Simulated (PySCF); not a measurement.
Runs of PySCF 2.14.0 on OMgFH. The cell holds a molecule in a box, 4 atoms: a = 10.000 Å, b = 14.000 Å, c = 10.000 Å, α = 90.00°, β = 90.00°, γ = 90.00°. 

| task | level | three-body dispersion term | conv_tol | exxdiv | grid for exchange and correlation | frozen core bands | gap on the mesh (eV) |
| --- | --- | --- | --- | --- | --- | --- | --- |
| atomic charges | M06-2X+D3 | no | 1e-07 Ha | ewald | Becke, atom-centred | - | (a) |
| CCSD(T) correlation energy | HF | - | 1e-08 Ha | ewald | - | 3 | 13.26 |
| MP2 correlation energy | HF | - | 1e-08 Ha | ewald | - | 3 | 13.26 |
| atomic charges | OLYP+D3(BJ) | no | 1e-07 Ha | - | Becke, atom-centred | - | 4.05 |

Alike in all rows: potentials or basis cc-pvdz (all-electron); no spin polarisation; cell as given; k mesh 1 × 1 × 1; smearing fixed.

Estimate the missing entries.

(a) 8.95.

Caveats: this is a molecule in a periodic box at the Γ point, so its band gap is the HOMO-LUMO gap; the basis of atomic orbitals isn't converged, which shifts pressures, moduli and gaps; the basis is small and the box finite, so much correlation energy is missing and levels can be off by tenths of an eV (some runs).

Runs at the PBE level aren't shown here.
